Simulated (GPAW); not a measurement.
HfGe:

```xyz
2
Lattice="3.5008 0.0000 0.0000 0.0000 3.5008 0.0000 0.0000 0.0000 3.5008" Properties=species:S:1:pos:R:3 pbc="T T T"
Hf    0.0000    0.0000    0.0000
Ge    1.7504    1.7504    1.7504
```

The cell was built by a generator and needn't be a form met in nature.

Base run:

| Item | Value |
| --- | --- |
| Program | GPAW 26.7.0 |
| Functional | BLYP |
| Potentials or basis | PAW data sets generated in the run's folder for this functional |
| Cutoff | 600 eV |
| Basis | pw |
| k mesh | 8 × 8 × 8 |
| Occupations | fermi-dirac, width 0.05 eV |
| Spin | no spin polarisation |

Its results: band gap on the k mesh none (metal or under the smearing width); pressure -7.0 GPa.

Question: The run is repeated on the same cell with these changes: functional from BLYP to AM05. What comes out?

Answer: Band gap on the k mesh none (metal or under the smearing width); pressure -15.3 GPa.

AM05 binds more tightly than BLYP, so the same cell stands under less pressure.
